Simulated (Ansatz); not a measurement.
# Gd: the cost of one run

Computed with Ansatz 0.2.0 (DFT PBE+U, scalar-relativistic, plane waves, PAW, unless a step's input says otherwise).

### Step 1. The starting structure

It takes space group P6_3/mmc (No. 194, hexagonal). Conventional cell: a = 3.652 Å, b = 3.652 Å, c = 5.853 Å, α = 90.00°, β = 90.00°, γ = 120.00°. Gd (site symmetry -6m2) is surrounded by 12 Gd at 3.61 to 3.65 Å.

Coordinates:

```
Gd
1.0
     3.65157    0.00000    0.00000
    -1.82578    3.16235    0.00000
     0.00000    0.00000    5.85285
Gd
2
Direct
  0.33333 0.66667 0.75000
  0.66667 0.33333 0.25000
```

This cell was relaxed beforehand with the same method: volume 33.79 Å³/atom, gap on the mesh none (metal), site moments up to 7.5 μB.

### Step 2. A coarse run to find the state of the open shells

input.yaml reads:

```yaml
crystal:
  lattice:
    - [3.6515676488, 0.0, 0.0]
    - [-1.8257838244, 3.1623503475, 0.0]
    - [0.0, 0.0, 5.8528464177]
  atoms:
    - { symbol: Gd, position: [0.3333333333, 0.6666666667, 0.75], spin: 8.25 }
    - { symbol: Gd, position: [0.6666666667, 0.3333333333, 0.25], spin: 8.25 }
basis:
  ecutwfc: 420
kpoints:
  mp_grid: { grid: [5, 5, 3] }
hamiltonian:
  xc: pbe
  hubbard: { sites: [{ species: Gd, l: f, u_eff: 6.0 }] }
scf:
  occupations: { method: gaussian, width: 0.1 }
output:
  forces: true
  stress: true
  eigenvalues: true
  hubbard: { sites: [{ species: Gd, l: f }] }
  populations: true
magnetization:
  spin_polarized: true
```

Command:

```bash
$ ansatz run input.yaml --threads 4 --pin off --max-ram 10240MiB --backend cpu --events-out ev --progress --plain --runs-dir out
```

**Question.** How long does this run take on 4 threads of Arm Neoverse V2, shared host, and how much memory does it need?

About 1.6 s, with a peak of 0.39 GiB.
